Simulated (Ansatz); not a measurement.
# NaLaMnMoO6 (P1) in Ansatz: a series of runs

One crystal, NaLaMnMoO6, is run at these levels: PBE; tasks: atomic charges, electron localisation function, relaxation of cell and atoms.

Program: Ansatz 0.2.0. These are calculated values, not measurements. Logs are shortened: lines on timing, memory, paths and dates and some standing lists are left out, and cuts for length are marked.

## (1) Starting point

The typed cell holds 10 atoms: a = 5.432 Å, b = 5.507 Å, c = 5.716 Å, α = 64.76°, β = 88.96°, γ = 63.78°.

The cell was built by a generator and needn't be a form met in nature.

## (2) Atomic charges, PBE, collinear spin, ferromagnetic start

Input file input.yaml:

```yaml
crystal:
  lattice:
    - [5.43212, -0.0113, -0.00034]
    - [2.44365, 4.93484, -0.01855]
    - [0.1094, 2.68471, 5.04562]
  atoms:
    - { symbol: Na, position: [0.6974, 0.05972, 0.73638] }
    - { symbol: La, position: [0.41072, 0.51412, 0.00994] }
    - { symbol: Mn, position: [0.92147, 0.57866, 0.41655], spin: 4.0 }
    - { symbol: Mo, position: [0.21633, 0.9787, 0.33337], spin: 1.0 }
    - { symbol: O, position: [0.56869, 0.61375, 0.56391] }
    - { symbol: O, position: [0.40995, 0.05114, 0.05764] }
    - { symbol: O, position: [0.31236, 0.2107, 0.45135] }
    - { symbol: O, position: [0.04288, 0.86047, 0.1214] }
    - { symbol: O, position: [0.05836, 0.76646, 0.60633] }
    - { symbol: O, position: [0.86183, 0.36628, 0.20313] }
hamiltonian:
  xc: pbe
  pseudopotentials: { kind: paw }
magnetization:
  spin_polarized: true
kpoints:
  mp_grid: { grid: [6, 6, 5] }
scf:
  occupations: { method: fermi_dirac, width: 0.05 }
output:
  forces: true
  stress: true
  eigenvalues: true
  bader: true
  populations: true
  write_density: true
  write_potential: true
  elf: true
  volumetric_format: npy
```

Potentials or basis: Ansatz PAW.

Started as:

```console
$ ansatz run input.yaml --threads 8 --pin off --max-ram 20480MiB --backend cpu --events-out ev --progress --plain --runs-dir out
```

Log:

```text
Warning: RAYON_NUM_THREADS=8 ignored (pool sized by the plan → 8); use --threads N
La: projections on atomic orbitals take those of the free atom [Kr 4d10] 4f0 5s2 5p6 5d1 6s2, of charge +0.00 (hamiltonian.pseudopotentials.projection_atoms); the dataset's partial waves leave at most 1.9e-5 of an orbital's norm unspanned inside its sphere
Engine: ansatz 0.2.0, aarch64-unknown-linux-gnu
Pseudopotentials: kind: paw
Pseudopotential: Na, paw, valence charge 9, recommended cutoff 420 eV (normal), Na.paw.azcp
Pseudopotential: La, paw, valence charge 11, recommended cutoff 420 eV (normal), La.paw.azcp
Pseudopotential: Mn, paw, valence charge 15, recommended cutoff 420 eV (normal), Mn.paw.azcp
Pseudopotential: Mo, paw, valence charge 14, recommended cutoff 420 eV (normal), Mo.paw.azcp
Pseudopotential: O, paw, valence charge 6, recommended cutoff 420 eV (normal), O.paw.azcp
Functional definition: PBE
  parameter kappa = 0.804
  parameter beta = 0.06672455060314922
  exchange = pbe_x(kappa = kappa, mu = beta*pi^2/3)
  correlation = pbe_c(beta = beta)
Crystal: 10 atoms, lattice volume = 135.664 Å³
Basis set: ecut = 420 eV, 2647 PW (Γ), exchange–correlation on 80×80×80 points (8 copies of the dense FFT grid, shifted against one another)
Bands: 55, of which v1, the nominal top of the filled ones, is band 43 counted from 1 (42 counted from 0)
Symmetry: 1 space group operations
Space group: P1 (ITA 1), of the structure as read, at distance tolerance 5.1e-5 Å
Magnetic group: BNS 1.1 (UNI 1), of the structure as read, at distance tolerance 5.1e-5 Å
k-points: 92 of 180 (time reversal used)
Non-local potential: Na, projectors of the file, l = 0: 3, l = 1: 2, l = 2: 1
Non-local potential: La, projectors of the file, l = 0: 3, l = 1: 2, l = 2: 2, l = 3: 3
Non-local potential: Mn, projectors of the file, l = 0: 3, l = 1: 2, l = 2: 3, l = 3: 1
Non-local potential: Mo, projectors of the file, l = 0: 3, l = 1: 2, l = 2: 2, l = 3: 1
Non-local potential: O, projectors of the file, l = 0: 2, l = 1: 2, l = 2: 1
PAW form: soft (Blöchl's): semilocal exchange-correlation on the pseudo side does not see the compensation charge
PAW one-centre angular grid: Na, 110 points (default); XC on 64 Gauss nodes
PAW one-centre angular grid: La, 590 points (default); XC on 64 Gauss nodes
PAW one-centre angular grid: Mn, 590 points (default); XC on 64 Gauss nodes
PAW one-centre angular grid: Mo, 590 points (default); XC on 64 Gauss nodes
PAW one-centre angular grid: O, 110 points (default); XC on 64 Gauss nodes
[... 48 lines left out ...]
  E_smearing   = -0.004871  (= −TS)
  E_closure    = -0.000000  (closes the sum)
  Σ components = -20002.920596   (vs F -20002.920596, Δ=0.00e0)
--- Forces (eV/Å), atoms counted from 1 ---
  atom   1  Na     0.00020008     0.00127056     0.00298081
  atom   2  La     0.00459498    -0.00173263     0.00229915
  atom   3  Mn    -0.00235195     0.00489132    -0.00280584
  atom   4  Mo     0.00331214    -0.00341087    -0.01220558
  atom   5  O      0.01262929    -0.00431207     0.00262589
  atom   6  O      0.00234663    -0.00183947    -0.00065884
  atom   7  O      0.00423201     0.00485307    -0.00090455
  atom   8  O     -0.00507894     0.00101203     0.00214648
  atom   9  O     -0.01483575    -0.01186335     0.00232306
  atom  10  O     -0.00503336     0.01113387     0.00419400
  max |Σ_I F_I| component: 1.51e-5 eV/Å
--- Stress (GPa, compression-positive) ---
        0.014178      -0.050033      -0.012971
       -0.050033      -0.023765      -0.056578
       -0.012971      -0.056578       0.037472
  P = ⅓ Tr σ = 0.0093 GPa (0.093 kbar)
--- Band table (eV; the first three rows and the last of 184) ---
  k-point 0 ↑: bands = ["-71.4943", "-53.7344", "-41.5062", "-40.3032", "-40.2400", "-40.1943", "-27.8950", "-27.8579", "-27.7958", "-22.3578", "-13.4784", "-13.4536", "-13.4259", "-9.4581", "-9.1973", "-9.1337", "-8.7184", "-8.3582", "-8.2695", "-5.8912", "-5.6493", "-5.4931", "3.3573", "3.4971", "3.6519", "3.7443", "3.7981", "4.0301", "4.7538", "5.1686", "5.2999", "5.4447", "5.7890", "6.0543", "6.2979", "6.4093", "6.6069", "6.6681", "6.9969", "7.2211", "7.9172", "8.2226", "8.3634", "9.0794", "10.0024", "10.3542", "10.4417", "10.8535", "12.3533", "12.5187", "12.5752", "12.5992", "12.6455", "12.6628", "12.7596"]
  k-point 1 ↑: bands = ["-71.4943", "-53.7344", "-41.5062", "-40.3032", "-40.2400", "-40.1943", "-27.8952", "-27.8579", "-27.7958", "-22.3564", "-13.4785", "-13.4545", "-13.4264", "-9.5943", "-9.1836", "-8.9946", "-8.6669", "-8.3904", "-8.3212", "-5.8692", "-5.6354", "-5.4840", "3.2536", "3.4477", "3.6218", "3.7531", "3.7983", "4.1773", "4.7577", "5.1460", "5.2845", "5.4748", "5.8001", "6.0648", "6.2653", "6.4649", "6.5614", "6.6027", "6.9423", "7.1983", "7.9269", "8.2541", "8.3698", "9.0885", "9.9666", "10.3616", "10.4395", "10.8364", "12.4579", "12.5259", "12.5846", "12.6175", "12.6549", "12.6888", "12.7828"]
  k-point 2 ↑: bands = ["-71.4943", "-53.7344", "-41.5062", "-40.3032", "-40.2400", "-40.1943", "-27.8957", "-27.8580", "-27.7959", "-22.3542", "-13.4786", "-13.4559", "-13.4272", "-9.7275", "-9.1019", "-8.9453", "-8.5505", "-8.4683", "-8.3797", "-5.8353", "-5.6185", "-5.4655", "3.1350", "3.4187", "3.5862", "3.6993", "3.7509", "4.4243", "4.8820", "5.0291", "5.2679", "5.5313", "5.8066", "6.0112", "6.1651", "6.3399", "6.5039", "6.7094", "6.8520", "7.2495", "7.9514", "8.2811", "8.3930", "9.1043", "9.9035", "10.3686", "10.4508", "10.8353", "12.4998", "12.5296", "12.5872", "12.6224", "12.6829", "12.6910", "12.8040"]
  k-point 91 ↓: bands = ["-66.8183", "-53.5405", "-41.5051", "-35.7004", "-35.6645", "-35.6403", "-27.6959", "-27.6785", "-27.5431", "-22.3367", "-13.4792", "-13.4533", "-13.4246", "-9.5742", "-9.0714", "-8.9261", "-8.7258", "-8.4650", "-8.2282", "-5.6192", "-5.4752", "-5.3121", "3.3079", "3.4274", "3.5793", "3.9492", "4.1776", "4.6674", "5.0393", "5.2316", "5.3955", "5.7796", "6.1229", "6.3528", "6.4965", "6.5708", "6.7723", "6.8740", "6.9305", "7.3627", "10.5182", "10.6319", "10.7854", "11.7830", "11.9180", "12.0184", "12.3238", "12.5412", "12.5802", "12.5882", "12.6434", "12.6595", "12.7322", "12.8335", "13.0970"]
--- Löwdin populations: 10 sites ---
  site symbol       q [e]    m [muB]
     0     Na      8.2682     0.0038
     1     La     10.0484     0.0480
     2     Mn     13.6941     4.3578
     3     Mo     12.4237     0.2687
     4      O      6.7390     0.0259
     5      O      6.6257     0.0420
     6      O      6.7184     0.0611
     7      O      6.7304     0.0873
     8      O      6.7275     0.0354
     9      O      6.6780     0.0308
  spilling = 0.004077 (of n_electrons = 85.000000)
--- Bader charges: 10 sites ---
  site symbol  charge [e]  shift [e]    m [muB]
     0     Na      0.8683     0.0005     0.0025
     1     La      2.1045     0.0002     0.0351
     2     Mn      1.5084     0.0015     4.3010
     3     Mo      2.6122     0.0055     0.2561
     4      O     -1.1937     0.0012     0.0575
     5      O     -1.1278     0.0017     0.0529
     6      O     -1.1700     0.0012     0.0782
     7      O     -1.2136     0.0006     0.0953
     8      O     -1.1982     0.0008     0.0659
     9      O     -1.1900     0.0008     0.0533
  estimated error of the sums over rays = 3.2e-4 e
```

bader_charges.tsv:

```text
# site	symbol	x_ang	y_ang	z_ang	partial_charge_e	electrons	volume_ang3	relative_density_drop	shared_charge_e	partial_wave_shift_e	spin_moment_mub
# quadrature_error_electrons = 3.2e-4
0	Na	4.0149	2.2638	3.7141	0.86830	10.13170	8.57	-	0.86830	0.00048	0.00248
1	La	3.4885	2.5591	0.0405	2.10446	54.89554	19.40	-	2.10446	0.00022	0.03509
2	Mn	6.4651	3.9635	2.0907	1.50836	23.49164	11.37	-	1.50836	0.00149	4.30104
3	Mo	3.6032	5.7223	1.6638	2.61218	39.38782	9.30	-	2.61218	0.00549	0.25611
4	O	4.6507	4.5363	2.8337	-1.19366	9.19366	14.89	-	-1.19366	0.00117	0.05751
5	O	2.3582	0.4025	0.2897	-1.12781	9.12781	14.77	-	-1.12781	0.00173	0.05290
6	O	2.2610	2.2480	2.2733	-1.17003	9.17003	14.14	-	-1.17003	0.00119	0.07816
7	O	2.3489	4.5717	0.5966	-1.21362	9.21362	14.08	-	-1.21362	0.00062	0.09534
8	O	2.2563	5.4095	3.0451	-1.19816	9.19816	14.41	-	-1.19816	0.00080	0.06587
9	O	5.5988	2.3431	1.0178	-1.19003	9.19003	14.74	-	-1.19003	0.00075	0.05334
```

populations.tsv:

```text
# site	symbol	l	j	q_up	q_dn
# orbitals = lowdin
# n_electrons = 85.000000
# spilling = 0.004077
# projection_atom_La: [Kr 4d10] 4f0 5s2 5p6 5d1 6s2
0	Na	0_2S	-	0.992589	0.992528
0	Na	0_3S	-	0.146068	0.142419
0	Na	1_2P	-	2.997344	2.997264
1	La	0_5S	-	0.969785	0.969394
1	La	0_6S	-	0.157121	0.154845
1	La	1_5P	-	2.974512	2.974165
1	La	2_5D	-	0.786810	0.757581
1	La	3_4F	-	0.160011	0.144206
2	Mn	0_3S	-	0.999355	0.999411
2	Mn	0_4S	-	0.224734	0.173341
2	Mn	1_3P	-	2.998098	2.997488
2	Mn	2_3D	-	4.803774	0.497917
3	Mo	0_4S	-	0.979044	0.978851
3	Mo	0_5S	-	0.209800	0.206385
3	Mo	1_4P	-	2.991318	2.990679
3	Mo	2_4D	-	2.166043	1.901568
4	O	0_2S	-	0.896078	0.887768
4	O	1_2P	-	2.486361	2.468749
5	O	0_2S	-	0.888922	0.885803
5	O	1_2P	-	2.444921	2.406017
6	O	0_2S	-	0.897179	0.888216
6	O	1_2P	-	2.492563	2.440465
7	O	0_2S	-	0.891990	0.881796
7	O	1_2P	-	2.516896	2.439756
8	O	0_2S	-	0.890371	0.883656
8	O	1_2P	-	2.491114	2.462406
9	O	0_2S	-	0.886060	0.878889
9	O	1_2P	-	2.468326	2.444708
```

Run time: 46 s. Hardware: 8 threads of Arm Neoverse V2, shared host; peak memory 1.4 GiB.

Results:

* Free energy: -20002.9206 eV
* Pressure: 0.0 GPa
* Largest force: 0.019 eV/Å
* Band gap on the k mesh: 0.17 eV, indirect (least direct gap 0.33 eV)
* Net moment: 5.00 μB per cell
* Absolute moment: 5.03 μB per cell
* Site moments: Na +0.00; La +0.02; Mn +3.79; Mo +0.15; O +0.01, +0.04, +0.06, +0.03, +0.02 μB
* Bader charges: Na +0.87; La +2.10; Mn +1.51; Mo +2.61; O -1.19, -1.13, -1.17, -1.21, -1.20 e

Forces on the atoms (eV/Å):
```
Na   0.000  0.001  0.003
La   0.005 -0.002  0.002
Mn  -0.002  0.005 -0.003
Mo   0.003 -0.003 -0.012
O    0.013 -0.004  0.003
O    0.002 -0.002 -0.001
O    0.004  0.005 -0.001
O   -0.005  0.001  0.002
O   -0.015 -0.012  0.002
O   -0.005  0.011  0.004
```

Stress tensor (GPa, compression positive):
```
 0.01 -0.05 -0.01
-0.05 -0.02 -0.06
-0.01 -0.06  0.04
```

Levels at points of the mesh, in eV from the valence-band top:
Spin up:
| k point | band 41 | band 42 | band 43 | band 44 | band 45 | band 46 | band 47 | band 48 | band 49 | band 50 |
| --- | --- | --- | --- | --- | --- | --- | --- | --- | --- | --- |
| (0.00, 0.00, 0.00) | -2.09 | -1.78 | -1.64 | -0.92 | 0.00 | 0.35 | 0.44 | 0.85 | 2.35 | 2.52 |
| (0.00, -0.50, 0.00) | -2.03 | -1.79 | -1.44 | -1.10 | -0.27 | 0.17 | 0.71 | 0.80 | 2.48 | 2.50 |
| (-0.50, 0.00, 0.00) | -2.10 | -1.91 | -1.63 | -1.18 | -0.31 | 0.45 | 0.63 | 0.82 | 2.49 | 2.54 |
| (-0.50, -0.50, 0.00) | -2.04 | -1.84 | -1.68 | -0.91 | -0.27 | 0.53 | 0.64 | 0.91 | 2.46 | 2.52 |
Spin down:
```csv
k point,band 38,band 39,band 40,band 41,band 42,band 43
"(0.00, 0.00, 0.00)",-2.98,-2.84,-2.66,0.51,0.64,0.94
"(0.00, -0.50, 0.00)",-2.79,-2.67,-2.51,0.36,0.66,0.80
"(-0.50, 0.00, 0.00)",-3.06,-2.91,-2.57,0.38,0.52,0.77
"(-0.50, -0.50, 0.00)",-2.99,-2.92,-2.77,0.61,0.67,0.96
```

Caveat: odd divisions of the mesh miss points on the zone boundary, where band edges often lie, so the gap on the mesh can be too wide; the pressure holds a Pulay correction of +0.5 GPa for the finite cutoff; spin-orbit coupling is left out, which moves the levels of the heavy elements; a cell with one magnetic atom can't hold antiferromagnetic order, which such compounds often take. A k mesh can miss the band edges.

## (3) Electron localisation function, PBE, collinear spin, ferromagnetic start

Changes to input.yaml since step 2:

```diff
@@ -29,4 +29,2 @@
   eigenvalues: true
-  bader: true
-  populations: true
   write_density: true
```

Potentials or basis: Ansatz PAW.

Started as:

```console
$ ansatz run input.yaml --threads 8 --pin off --max-ram 20480MiB --backend cpu --events-out ev --progress --plain --runs-dir out
```

It took 37 s on 8 threads of Arm Neoverse V2, shared host; peak memory 1.4 GiB.

It converged, with:

| Quantity | Value |
| --- | --- |
| Free energy | -20002.9206 eV |
| Pressure | 0.0 GPa |
| Largest force | 0.019 eV/Å |
| Band gap on the k mesh | 0.17 eV, indirect (least direct gap 0.33 eV) |
| Net moment | 5.00 μB per cell |
| Absolute moment | 5.03 μB per cell |
| Site moments | Na +0.00; La +0.02; Mn +3.79; Mo +0.15; O +0.01, +0.04, +0.06, +0.03, +0.02 μB |

Forces on the atoms (eV/Å):
```
Na   0.000  0.001  0.003
La   0.005 -0.002  0.002
Mn  -0.002  0.005 -0.003
Mo   0.003 -0.003 -0.012
O    0.013 -0.004  0.003
O    0.002 -0.002 -0.001
O    0.004  0.005 -0.001
O   -0.005  0.001  0.002
O   -0.015 -0.012  0.002
O   -0.005  0.011  0.004
```

Stress tensor (GPa, compression positive):
```
 0.01 -0.05 -0.01
-0.05 -0.02 -0.06
-0.01 -0.06  0.04
```

Levels at points of the mesh, in eV from the valence-band top:
Spin up:
```
             k point  band 42  band 43  band 44  band 45  band 46  band 47  band 48  band 49
  (0.00, 0.00, 0.00)    -1.78    -1.64    -0.92     0.00     0.35     0.44     0.85     2.35
 (0.00, -0.50, 0.00)    -1.79    -1.44    -1.10    -0.27     0.17     0.71     0.80     2.48
 (-0.50, 0.00, 0.00)    -1.91    -1.63    -1.18    -0.31     0.45     0.63     0.82     2.49
(-0.50, -0.50, 0.00)    -1.84    -1.68    -0.91    -0.27     0.53     0.64     0.91     2.46
```
Spin down:
```csv
k point,band 36,band 37,band 38,band 39,band 40,band 41,band 42,band 43,band 44,band 45
"(0.00, 0.00, 0.00)",-3.27,-3.24,-2.98,-2.84,-2.66,0.51,0.64,0.94,1.75,1.85
"(0.00, -0.50, 0.00)",-3.26,-3.18,-2.79,-2.67,-2.51,0.36,0.66,0.80,1.86,1.99
"(-0.50, 0.00, 0.00)",-3.21,-3.16,-3.06,-2.91,-2.57,0.38,0.52,0.77,1.94,1.96
"(-0.50, -0.50, 0.00)",-3.31,-3.19,-2.99,-2.92,-2.77,0.61,0.67,0.96,1.75,1.90
```

Caveat: odd divisions of the mesh miss points on the zone boundary, where band edges often lie, so the gap on the mesh can be too wide; the pressure holds a Pulay correction of +0.5 GPa for the finite cutoff; spin-orbit coupling is left out, which moves the levels of the heavy elements; a cell with one magnetic atom can't hold antiferromagnetic order, which such compounds often take. A k mesh can miss the band edges.

## (4) Relaxation of cell and atoms, PBE, collinear spin, ferromagnetic start

Changes to input.yaml since step 3:

```diff
@@ -22,3 +22,3 @@
 kpoints:
-  mp_grid: { grid: [6, 6, 5] }
+  mp_grid: { grid: [4, 5, 4] }
 scf:
@@ -33 +33,5 @@
   volumetric_format: npy
+relax:
+  f_tol: 0.01
+  max_steps: 40
+  cell: { stress_tol: 0.05 }
```

Started as:

```console
$ ansatz run input.yaml --threads 8 --pin off --max-ram 20480MiB --backend cpu --events-out ev --progress --plain --runs-dir out
```

It took 7.2 min on 8 threads of Arm Neoverse V1, shared host; peak memory 1.1 GiB.

Results (log left out):

```yaml
Free_energy: -20002.9290 eV
Relaxed_volume: 13.54 Å³/atom
Relaxed_cell: a = 5.428 Å, b = 5.374 Å, c = 5.658 Å, α = 67.47°, β = 91.22°, γ = 65.46°
Space_group_after_relaxing_to_0.05_Å: P1 (No. 1)
Energy_gained_by_relaxing: 0.9 meV/atom
Ionic_steps: 23
Pressure_after_relaxing: 0.0 GPa
Largest_force_after_relaxing: 0.006 eV/Å
Band_gap_on_the_k_mesh: 0.12 eV, indirect (least direct gap 0.19 eV)
Net_moment: 5.00 μB per cell
Absolute_moment: 5.08 μB per cell
Site_moments: Na +0.00; La +0.02; Mn +3.58; Mo +0.26; O -0.00, +0.05, +0.03, +0.06, +0.04, +0.02 μB
```

Forces in eV/Å, atoms in the order of the input:
```
Na   0.001  0.000  0.001
La   0.002  0.000 -0.004
Mn   0.001  0.001  0.000
Mo   0.001  0.001  0.003
O    0.000  0.000 -0.004
O   -0.001  0.002  0.004
O   -0.003 -0.005 -0.001
O    0.000  0.002  0.002
O   -0.003 -0.001 -0.003
O    0.002  0.000  0.001
```

Step by step:
```csv
step,energy change (eV),largest force (eV/Å),volume (Å³)
1,0.0000,0.0179,135.66
2,0.0000,0.0166,135.69
3,-0.0003,0.0232,135.64
4,-0.0005,0.0407,135.61
5,-0.0012,0.0598,135.53
6,-0.0031,0.0692,135.26
7,-0.0035,0.0604,135.40
8,-0.0048,0.0446,135.29
9,-0.0051,0.0397,135.30
10,-0.0052,0.0097,135.32
11,-0.0071,0.0095,135.32
12,-0.0072,0.0085,135.31
13,-0.0077,0.0130,135.39
14,-0.0078,0.0137,135.37
15,-0.0080,0.0256,135.32
16,-0.0078,0.0110,135.40
17,-0.0079,0.0142,135.38
18,-0.0079,0.0053,135.38
19,-0.0084,0.0055,135.38
20,-0.0082,0.0099,135.46
21,-0.0085,0.0099,135.46
22,-0.0086,0.0062,135.43
23,-0.0085,0.0062,135.43
```

Final structure:
```xyz
10
Lattice="5.4261 -0.1221 -0.0630 2.3403 4.8358 -0.1417 -0.0040 2.5588 5.0459" Properties=species:S:1:pos:R:3 pbc="T T T"
Na    3.9577    2.0597    3.6111
La    3.4279    2.4635   -0.0599
Mn    6.3259    3.7673    1.9129
Mo    3.4961    5.5442    1.5583
O     4.5553    4.4141    2.7322
O     2.3548    0.2757    0.2883
O     2.2105    2.2125    2.1679
O     2.2287    4.4669    0.4703
O     2.0943    5.1838    2.9399
O     5.4536    2.1978    1.0475
```

Levels at points of the mesh, in eV from the valence-band top:
Spin up:
```
             k point  band 42  band 43  band 44  band 45  band 46  band 47  band 48  band 49
  (0.00, 0.00, 0.00)    -1.93    -1.82    -1.08     0.00     0.36     0.64     0.89     2.38
 (0.00, 0.00, -0.50)    -1.83    -1.79    -1.07    -0.04     0.42     0.52     0.84     2.54
 (-0.50, 0.00, 0.00)    -1.97    -1.76    -1.39    -0.21     0.51     0.67     0.92     2.52
(-0.50, 0.00, -0.50)    -1.91    -1.76    -1.32    -0.27     0.53     0.74     0.85     2.51
```
Spin down:
```tsv
k point	band 37	band 38	band 39	band 40	band 41	band 42	band 43	band 44
(0.00, 0.00, 0.00)	-3.22	-2.91	-2.80	-2.63	0.68	0.81	0.97	1.50
(0.00, 0.00, -0.50)	-3.38	-3.02	-2.84	-2.58	0.66	0.75	0.91	1.63
(-0.50, 0.00, 0.00)	-3.18	-3.08	-2.98	-2.78	0.51	0.64	0.83	1.66
(-0.50, 0.00, -0.50)	-3.22	-3.14	-2.89	-2.66	0.43	0.67	0.92	1.56
```

Caveat: odd divisions of the mesh miss points on the zone boundary, where band edges often lie, so the gap on the mesh can be too wide; the plane-wave basis is chosen anew once the cell has moved, so the energies of steps on either side of that aren't comparable; the pressure holds a Pulay correction of +0.5 GPa for the finite cutoff; spin-orbit coupling is left out, which moves the levels of the heavy elements; a cell with one magnetic atom can't hold antiferromagnetic order, which such compounds often take.

## (5) The runs side by side

```tsv
task	cell	k mesh	gap on the mesh (eV)	pressure (GPa)	moment (μB)	largest force (eV/Å)
atomic charges	as given	6 × 6 × 5	0.17	0.0	5.00	0.02
electron localisation function	as given	6 × 6 × 5	0.17	0.0	5.00	0.02
relaxation of cell and atoms	relaxed	4 × 5 × 4	0.12	0.0	5.00	0.01
```

Alike in all rows: level PBE; potentials or basis Ansatz PAW; spin collinear, ferromagnetic start; cutoff (eV) 420; smearing fermi-dirac 0.05 eV.

Caveats: odd divisions of the mesh miss points on the zone boundary, where band edges often lie, so the gap on the mesh can be too wide; spin-orbit coupling is left out, which moves the levels of the heavy elements; a cell with one magnetic atom can't hold antiferromagnetic order, which such compounds often take; the plane-wave basis is chosen anew once the cell has moved, so the energies of steps on either side of that aren't comparable (some runs).

Total energies depend on the potentials used, so only differences within one code and one set of settings carry meaning.
